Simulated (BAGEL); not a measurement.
# [SiF3]− (SMILES F[Si-](F)F) at FCI/STO-3G (density fitting with qzvpp-jkfit)

What is the energy change on altering one bond length of [SiF3]− at FCI/STO-3G (density fitting with qzvpp-jkfit)? 

Program for the calculation: BAGEL 1.2.2.

1 further run of the same task is left out (set aside as unsound or not needed).

### 1 The structure to begin with

The species is [SiF3]− (4 atoms), meant as a singlet with charge -1. SMILES: `F[Si-](F)F`. Geometry: relaxed at GFN2-xTB.

Bond lengths: Si1–F2 1.693 Å, Si1–F3 1.696 Å, Si1–F4 1.697 Å. Angles: F2–Si1–F3 93.7°, F2–Si1–F4 93.6°, F3–Si1–F4 93.7°.

### 2 A single-point energy at FCI/STO-3G (density fitting with qzvpp-jkfit)

Contents of calc.json:

```json
{ "bagel" : [

{
  "title" : "molecule",
  "basis" : "sto-3g",
  "df_basis" : "qzvpp-jkfit",
  "angstrom" : true,
  "geometry" : [
    { "atom" : "Si", "xyz" : [   -0.004470,    0.005770,    0.685050 ] },
    { "atom" : "F", "xyz" : [    1.428310,   -0.030960,   -0.216950 ] },
    { "atom" : "F", "xyz" : [   -0.687310,    1.250250,   -0.242810 ] },
    { "atom" : "F", "xyz" : [   -0.736530,   -1.225060,   -0.225300 ] }
  ]
},
{ "title" : "hf", "charge" : -1 },
{ "title" : "fci", "nstate" : 1, "charge" : -1, "ncore" : 8 }

]}
```

On the command line:

```
$ BAGEL_NUM_THREADS=1 BAGEL calc.json > calc.out
```

Log:

```text
* using 1 threads per process

  ===============================================================
  ===============================================================

  *** Geometry ***

  { "atom" : "Si", "xyz" : [     -0.008447,      0.010904,      1.294557 ] },
  { "atom" : "F", "xyz" : [      2.699115,     -0.058506,     -0.409976 ] },
  { "atom" : "F", "xyz" : [     -1.298828,      2.362630,     -0.458844 ] },
  { "atom" : "F", "xyz" : [     -1.391840,     -2.315028,     -0.425755 ] },

  Number of auxiliary basis functions:      359

  Since a DF basis is specified, we compute 2- and 3-index integrals:
    o Being stored without compression. Storage requirement is 0.002 GB

  Number of basis functions:       24
  Number of electrons      :       41

    * METHOD: MOLECULE                             0.06

  *** RHF ***

  === Nuclear Repulsion ===
   169.9611639501

      * DIIS with orbital gradients will be used.

  === RHF iteration (sto-3g) ===
      0       -579.49316252          0.02069257           0.01
      1       -579.59997470          0.00336909           0.01
      2       -579.60318061          0.00103413           0.01
      3       -579.60374199          0.00013424           0.01
      4       -579.60374998          0.00001511           0.01
      5       -579.60375007          0.00000162           0.01
      6       -579.60375007          0.00000037           0.01
      7       -579.60375007          0.00000006           0.01
      8       -579.60375007          0.00000002           0.01
      9       -579.60375007          0.00000000           0.01
    * SCF iteration converged.

    * Permanent dipole moment:
           (   -0.001979,    -0.003182,    -0.188164) a.u.

    * METHOD: HF                                   0.10

  ---------------------------
        FCI calculation
  ---------------------------

  Performs exactly the same way as Knowles & Handy 1984 CPL

  o alpha-beta strings
      length:          1120
  o size of the space
      determinant space:  313600
      spin-adapted space: 95200

  o single displacement lists (alpha)
      length:         29120
  o single displacement lists (beta)
      length:         29120

     guess   0:   closed 1111111111111...     open ................

  === FCI iteration ===

      0  0      -579.60375007     6.30e-04      0.70
      1  0      -579.67123941     2.85e-04      0.69
      2  0      -579.68076179     1.33e-04      0.70
      3  0      -579.68234236     6.47e-05      0.70
      4  0      -579.68265795     2.99e-05      0.70
      5  0      -579.68271833     1.32e-05      0.70
      6  0      -579.68272982     5.55e-06      0.70
      7  0      -579.68273214     1.82e-06      0.72
      8  0      -579.68273247     7.46e-07      0.72
      9  0      -579.68273252     3.37e-07      0.71
     10  0      -579.68273253     1.36e-07      0.71
     11  0      -579.68273253     5.93e-08      0.71
     12  0      -579.68273253     2.35e-08      0.71
     13  0      -579.68273253     1.08e-08      0.71
     14  0      -579.68273253     4.57e-09      0.72
     15  0      -579.68273253     1.73e-09      0.72
     16  0      -579.68273253     7.66e-10      0.72
     17  0      -579.68273253     3.04e-10      0.72
     18  0      -579.68273253     1.24e-10      0.72
     19  0 *    -579.68273253     4.68e-11      0.68

     * ci vector, state   0, <S^2> = -0.0000
       2222222222222...     0.9694996280
       222222222222.2..    -0.0642866653
       222222222222..2.    -0.0641416884

    * METHOD: FCI                                 14.33

  ===============================================================
```

Run time: 15 s. Hardware: 1 thread of Arm Neoverse V2, shared host; peak memory 0.79 GiB.

### 3 The distorted shape

Contents of job.json:

```json
{ "bagel": [

{
  "title": "molecule",
  "basis": "sto-3g",
  "df_basis": "qzvpp-jkfit",
  "angstrom": true,
  "geometry": [
    { "atom": "Si", "xyz": [      -0.720867,       0.024135,       1.136054 ] },
    { "atom": "F", "xyz": [       1.428310,      -0.030960,      -0.216950 ] },
    { "atom": "F", "xyz": [      -1.403707,       1.268615,       0.208194 ] },
    { "atom": "F", "xyz": [      -1.452927,      -1.206695,       0.225704 ] }
  ]
},

{ "title": "hf", "charge": -1 },

{ "title": "fci", "nstate": 1, "charge": -1, "ncore": 8 }

]}
```

On the command line:

```
$ BAGEL_NUM_THREADS=1 BAGEL job.json > job.out
```

Log:

```text
* using 1 threads per process

  ===============================================================
  ===============================================================

  *** Geometry ***

  { "atom" : "Si", "xyz" : [     -1.362241,      0.045609,      2.146831 ] },
  { "atom" : "F", "xyz" : [      2.699115,     -0.058506,     -0.409976 ] },
  { "atom" : "F", "xyz" : [     -2.652622,      2.397335,      0.393430 ] },
  { "atom" : "F", "xyz" : [     -2.745634,     -2.280323,      0.426519 ] },

  Number of auxiliary basis functions:      359

  Since a DF basis is specified, we compute 2- and 3-index integrals:
    o Being stored without compression. Storage requirement is 0.002 GB

  Number of basis functions:       24
  Number of electrons      :       41

    * METHOD: MOLECULE                             0.06

  *** RHF ***

  === Nuclear Repulsion ===
   149.4369268309

      * DIIS with orbital gradients will be used.

  === RHF iteration (sto-3g) ===
      0       -579.25739720          0.02252607           0.01
      1       -579.42521674          0.00832461           0.01
      2       -579.44009352          0.00147252           0.01
      3       -579.44119010          0.00055353           0.01
      4       -579.44133693          0.00013921           0.01
      5       -579.44134559          0.00002465           0.01
      6       -579.44134587          0.00000692           0.01
      7       -579.44134590          0.00000170           0.01
      8       -579.44134590          0.00000042           0.01
      9       -579.44134590          0.00000012           0.01
     10       -579.44134590          0.00000007           0.01
     11       -579.44134590          0.00000003           0.01
     12       -579.44134590          0.00000001           0.01
    * SCF iteration converged.

    * Permanent dipole moment:
           (    1.251138,    -0.032607,    -0.689121) a.u.

    * METHOD: HF                                   0.12

  ---------------------------
        FCI calculation
  ---------------------------

  Performs exactly the same way as Knowles & Handy 1984 CPL

  o alpha-beta strings
      length:          1120
  o size of the space
      determinant space:  313600
      spin-adapted space: 95200

  o single displacement lists (alpha)
      length:         29120
  o single displacement lists (beta)
      length:         29120

     guess   0:   closed 1111111111111...     open ................

  === FCI iteration ===

      0  0      -579.44134590     6.51e-04      0.73
      1  0      -579.53208802     3.37e-04      0.72
      2  0      -579.55411872     1.92e-04      0.73
      3  0      -579.56008057     1.32e-04      0.73
      4  0      -579.56176984     7.05e-05      0.73
      5  0      -579.56228289     3.74e-05      0.74
      6  0      -579.56241965     1.71e-05      0.75
      7  0      -579.56244916     7.45e-06      0.74
      8  0      -579.56245472     3.77e-06      0.74
      9  0      -579.56245623     1.68e-06      0.73
     10  0      -579.56245662     9.90e-07      0.72
     11  0      -579.56245678     6.67e-07      0.72
     12  0      -579.56245684     4.69e-07      0.72
     13  0      -579.56245688     3.16e-07      0.73
     14  0      -579.56245689     1.67e-07      0.75
     15  0      -579.56245689     1.04e-07      0.75
     16  0      -579.56245689     5.42e-08      0.76
     17  0      -579.56245689     2.72e-08      0.75
     18  0      -579.56245689     1.43e-08      0.74
     19  0      -579.56245689     7.48e-09      0.73
    ** throwing out 1 trial vectors **
     20  0      -579.56245689     3.92e-09      0.73
    ** throwing out 1 trial vectors **
     21  0      -579.56245689     1.94e-09      0.73
    ** throwing out 1 trial vectors **
     22  0      -579.56245689     9.50e-10      0.73
    ** throwing out 1 trial vectors **
     23  0      -579.56245689     4.72e-10      0.73
    ** throwing out 1 trial vectors **
     24  0      -579.56245689     2.24e-10      0.72
    ** throwing out 1 trial vectors **
     25  0      -579.56245689     1.26e-10      0.77
    ** throwing out 1 trial vectors **
     26  0 *    -579.56245689     7.01e-11      0.68

     * ci vector, state   0, <S^2> = -0.0000
       2222222222222...     0.9028980316
       222222222222.2..    -0.2895330945
       222222222222ab..     0.1370634288
       222222222222ba..     0.1370634288
       222222222.222.2.    -0.0693500346

    * METHOD: FCI                                 19.97

  ===============================================================
```

Wall time 20 s (1 thread of Arm Neoverse V2, shared host); peak memory 0.8 GiB.

### 4 Outcome

Level: FCI/STO-3G (density fitting with qzvpp-jkfit), 8 core orbitals frozen.

| quantity | value |
| --- | --- |
| first shape: total energy | -579.68273 Eh |
| distorted shape: total energy | -579.56246 Eh |
| energy change with the Si1–F2 bond stretched from 1.693 to 2.540 Å | 3.273 eV |

**Reading.** With the Si1–F2 bond stretched from 1.693 to 2.540 Å the energy rises by 3.27 eV (316 kJ/mol). The first shape isn't relaxed at this level, so the change isn't measured from a minimum. The minimal basis adds a large error of its own.
